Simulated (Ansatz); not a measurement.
# SiNi2: the cost of one run

Program: Ansatz 0.2.0. Level of theory: DFT PBE, scalar-relativistic, plane waves, PAW. These are calculated values, not measurements.

2 further runs of the same task are left out: 1 for a known fault of the program, 1 set aside as unsound or not needed. Runs told in other sessions of the task aren't counted.

### 1 The system as given

The structure is orthorhombic, space group Pnma (No. 62). Conventional cell: a = 5.022 Å, b = 3.730 Å, c = 7.077 Å, α = 90.00°, β = 90.00°, γ = 90.00°. Si (site symmetry m) has 10 Ni at 2.31 to 2.76 Å in its first shell of neighbours. Around Ni (site symmetry m) lie 5 Si at 2.35 to 2.58 Å and 8 Ni at 2.57 to 2.72 Å. Ni (site symmetry m) is surrounded by 5 Si at 2.31 to 2.76 Å and 8 Ni at 2.57 to 2.72 Å.

Coordinates:

```xyz
12
Lattice="5.0221 0.0000 0.0000 0.0000 3.7299 0.0000 0.0000 0.0000 7.0766" Properties=species:S:1:pos:R:3 pbc="T T T"
Si    1.4402    2.7974    4.3500
Si    3.5818    0.9325    2.7265
Si    1.0708    0.9325    0.8118
Si    3.9513    2.7974    6.2648
Ni    4.8181    2.7974    1.4425
Ni    0.2039    0.9325    5.6341
Ni    2.7149    0.9325    4.9808
Ni    2.3071    2.7974    2.0958
Ni    4.1712    2.7974    3.9650
Ni    0.8508    0.9325    3.1116
Ni    3.3619    0.9325    0.4267
Ni    1.6602    2.7974    6.6498
```

It is the result of an earlier relaxation at this level (volume 11.05 Å³/atom; gap on the mesh: none (metal)).

### 2 Volume × 0.97

File input.yaml:

```yaml
crystal:
  lattice:
    - [4.9713304157, 0.0, 0.0]
    - [0.0, 3.692230927, 0.0]
    - [0.0, 0.0, 7.0050683302]
  atoms:
    - { symbol: Si, position: [0.2867796788, 0.75, 0.614710862] }
    - { symbol: Si, position: [0.7132203212, 0.25, 0.385289138] }
    - { symbol: Si, position: [0.2132203212, 0.25, 0.114710862] }
    - { symbol: Si, position: [0.7867796788, 0.75, 0.885289138] }
    - { symbol: Ni, position: [0.9593959776, 0.75, 0.2038409279] }
    - { symbol: Ni, position: [0.0406040224, 0.25, 0.7961590721] }
    - { symbol: Ni, position: [0.5406040224, 0.25, 0.7038409279] }
    - { symbol: Ni, position: [0.4593959776, 0.75, 0.2961590721] }
    - { symbol: Ni, position: [0.8305792014, 0.75, 0.5603012839] }
    - { symbol: Ni, position: [0.1694207986, 0.25, 0.4396987161] }
    - { symbol: Ni, position: [0.6694207986, 0.25, 0.0603012839] }
    - { symbol: Ni, position: [0.3305792014, 0.75, 0.9396987161] }
basis:
  ecutwfc: 420
kpoints:
  mp_grid: { grid: [8, 10, 6] }
hamiltonian:
  xc: pbe
scf:
  occupations: { method: gaussian, width: 0.1 }
output:
  forces: true
  stress: true
  eigenvalues: true
  write_density: true
  write_potential: true
  elf: true
  volumetric_format: npy
relax:
  adjacent_minimum: "off"
  f_tol: 0.01
  max_steps: 30
  cell: { stress_tol: 0.1, fix: [volume] }
```

Run with:

```bash
$ ansatz run input.yaml --threads 4 --pin off --max-ram 10240MiB --backend cpu --events-out ev --progress --plain --runs-dir out
```

Q: Estimate wall time and peak memory on 4 threads of Intel Xeon at 2.70GHz, shared host.

About 2.2 min, with a peak of 1.4 GiB.
